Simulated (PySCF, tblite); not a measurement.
# C3H8Ge2: geometry, infrared bands and NMR shifts

Aim: predict the infrared bands and NMR shifts of C3H8Ge2 (`[CH]1=[CH][GeH2][CH2][GeH2]1`).

The runs use tblite 0.8.0 and PySCF 2.14.0, with density-fitted response routines of our own; the level of theory stands in each step. All values are computed, except where a source is named. Atoms count from 0, in the outputs and in this text.

### Step 1. Starting geometry

13 atoms, charge 0, multiplicity 1; geometry from: force field or distance geometry start.

Bonds of the start (Å): C0–C1 1.32, C1–Ge2 1.94, Ge2–C3 1.94, C3–Ge4 1.94, Ge4–C0 1.92, C0–H5 1.10, C1–H6 1.09, Ge2–H7 1.55, Ge2–H8 1.55, C3–H9 1.10, C3–H10 1.12, Ge4–H11 1.55, Ge4–H12 1.55.

### Step 2. Relaxing the molecule with GFN2-xTB

What the job is given:

```
{"job": {"kind": "relax", "xc": "GFN2-xTB", "basis": "xTB"}, "charge": 0, "multiplicity": 1}
C     -0.943300     1.291400     0.176600
C      0.344500     1.552400     0.295400
Ge     1.556600     0.055000     0.108600
C      0.290600    -1.371600    -0.246100
Ge    -1.450800    -0.527100    -0.181100
H     -1.699900     2.077900     0.273100
H      0.715400     2.551200     0.508300
H      2.491300     0.276600    -1.105600
H      2.332800    -0.197200     1.421100
H      0.471400    -1.822700    -1.233500
H      0.361200    -2.153500     0.553200
H     -2.315100    -1.101200     0.966800
H     -2.159200    -0.630700    -1.554700
```

Run with:

```sh
$ OMP_NUM_THREADS=1 python probes_run.py task.json out
```

One launch serves the whole session: the jobs run in the order shown.

**Question.** This job is followed by: GFN2-xTB harmonic vibrations, gas phase; GIAO PBE0/pcSseg-1 NMR shielding, non-relativistic, gas phase. What will the session give for the following? strongest single infrared mode (GFN2-xTB); zero-point energy (GFN2-xTB); 13C shifts against TMS (PBE0/pcSseg-1, means over atoms taken as alike); 1H shifts against TMS (PBE0/pcSseg-1, means over atoms taken as alike); 73Ge shifts against GeMe4 (PBE0/pcSseg-1, means over atoms taken as alike); surface potential, 1st and 99th percentile.

**Answer**, as computed:

| quantity | value |
| --- | --- |
| strongest single infrared mode (GFN2-xTB) | 1978 cm⁻¹, 1098 km/mol |
| zero-point energy (GFN2-xTB) | 53.9 kcal/mol |
| 13C shifts against TMS (PBE0/pcSseg-1, means over atoms taken as alike) | 155.8, -19.2 ppm |
| 1H shifts against TMS (PBE0/pcSseg-1, means over atoms taken as alike) | 7.48, 4.67, 0.04 ppm |
| 73Ge shifts against GeMe4 (PBE0/pcSseg-1, means over atoms taken as alike) | -91 ppm |
| surface potential, 1st and 99th percentile | -0.49 V and 0.89 V |

The optimisation took 20 steps and gained 0.167 eV; among the close pairs (by a distance rule), C3–Ge4 changed most, from 1.936 to 1.981 Å. All 33 modes are real, so the xTB geometry is a minimum. The strongest single mode, at 1978 cm⁻¹, has its largest shares on H12, H11, H7 and H8 (the list is cut at 4 atoms). Unscaled tight-binding wavenumbers are off by several per cent, some by more. Its intensities can rank the bands wrongly. The most deshielded carbon is C0, C1 (mean) (alkene CH), at 155.8 ppm: as expected for a trigonal carbon in a double bond. H5, H6 (mean) (hydrogen on an alkene CH) lies farthest downfield among hydrogen, at 7.48 ppm; attached to an sp2 carbon and in the plane of the double bond. At PBE0/pcSseg-1: The widest tensor belongs to Ge2, Ge4: span 402 ppm, with a paramagnetic part of -1332 ppm. By nearest atom (PBE0/pcSseg-1), the HOMO sits on C0, C1 about 32 % each; 4 H atoms about 6 % each and the LUMO on C0, C1 about 33 % each; H5, H6 about 8 % each. Spin-orbit coupling is left out, which matters for shieldings and couplings at and beside the heavy atoms.
